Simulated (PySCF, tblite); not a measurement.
# C₅H₄F₂: geometry, infrared bands, NMR shifts and spin-spin couplings

Aim: predict the infrared bands, NMR shifts and spin-spin couplings of C₅H₄F₂ (`FC1=C[C@H](F)C=C1`).

Programs: tblite 0.8.0 and PySCF 2.14.0, with density-fitted response routines of our own. Each step states its level of theory. These are calculated values for one molecule in the gas phase, unless marked as measured. Atoms count from 0, in the outputs and in this text.

### 1 The starting structure

11 atoms, charge 0, multiplicity 1; geometry from: force field or distance geometry start.

Bonds of the start (Å): F0–C1 1.35, C1–C2 1.34, C2–C3 1.51, C3–F4 1.35, C3–C5 1.50, C5–C6 1.35, C6–C1 1.43, C2–H7 1.07, C3–H8 1.10, C5–H9 1.08, C6–H10 1.07.

### 2 Geometry optimisation with GFN2-xTB

Job settings and geometry (Å):

```
{"job": {"kind": "relax", "xc": "GFN2-xTB", "basis": "xTB"}, "charge": 0, "multiplicity": 1}
F      2.514400     0.452600    -0.500100
C      1.209200     0.234800    -0.239400
C      0.689200    -0.961800     0.061900
C     -0.786900    -0.763900     0.285200
F     -1.517600    -1.485400    -0.593100
C     -0.967400     0.705300     0.070300
C      0.221800     1.266400    -0.229500
H      1.211400    -1.891500     0.114100
H     -1.071500    -1.069000     1.307600
H     -1.913300     1.216800     0.143700
H      0.416100     2.298300    -0.446600
```

Started as:

```sh
> OMP_NUM_THREADS=1 python probes_run.py task.json out
```

One launch serves the whole session: the jobs run in the order shown.

**Question.** This job is followed by: GFN2-xTB harmonic vibrations, gas phase; GIAO PBE0/pcSseg-1 NMR shielding, non-relativistic, gas phase; B3LYP/pcJ-1 indirect spin-spin coupling, non-relativistic, gas phase. Predict these results of the whole session: strongest single infrared mode (GFN2-xTB); zero-point energy (GFN2-xTB); 13C shifts against TMS (PBE0/pcSseg-1); 1H shifts against TMS (PBE0/pcSseg-1); 19F shifts against CFCl3 (PBE0/pcSseg-1); surface potential, 1st and 99th percentile; largest coupling of the table (B3LYP/pcJ-1).

The runs gave:

| quantity | value |
| --- | --- |
| strongest single infrared mode (GFN2-xTB) | 1062 cm⁻¹, 101 km/mol |
| zero-point energy (GFN2-xTB) | 46.9 kcal/mol |
| 13C shifts against TMS (PBE0/pcSseg-1) | 174.7, 146.7, 136.6, 114.7, 96.6 ppm |
| 1H shifts against TMS (PBE0/pcSseg-1) | 6.73, 6.38, 5.87, 5.83 ppm |
| 19F shifts against CFCl3 (PBE0/pcSseg-1) | -123.6, -247.1 ppm |
| surface potential, 1st and 99th percentile | -0.96 V and 1.18 V |
| largest coupling of the table (B3LYP/pcJ-1) | 1J(F,C) F0–C1, -352.8 Hz |

What this shows: Relaxing lowered the energy by 0.067 eV in 26 steps; the close pair that moved most is C1–C6, from 1.428 to 1.457 Å. All 27 modes are real, so the xTB geometry is a minimum. The strongest single mode, at 1062 cm⁻¹, has its largest shares on C3, F4 and H8 (the list is cut at 3 atoms). Unscaled tight-binding wavenumbers are off by several per cent, some by more. Its intensities can rank the bands wrongly. At PBE0/pcSseg-1: Shielding is most anisotropic at C5 (span 222 ppm, paramagnetic term -215 ppm). At PBE0/pcSseg-1, counted by nearest atom on the grid, the HOMO lies on C2 33 %; C5 22 %, the LUMO on C5 23 %; C1, C2, C6 about 15 % each. In the run at B3LYP/pcJ-1, the largest coupling of the table is F0–C1, -352.8 Hz, of which the Fermi-contact term gives -335.0 Hz. Couplings across rotatable bonds belong to this one conformer; where others are populated, the observed values are averages. Density functionals describe couplings to fluorine poorly, F–F couplings above all, so those rows are rough.
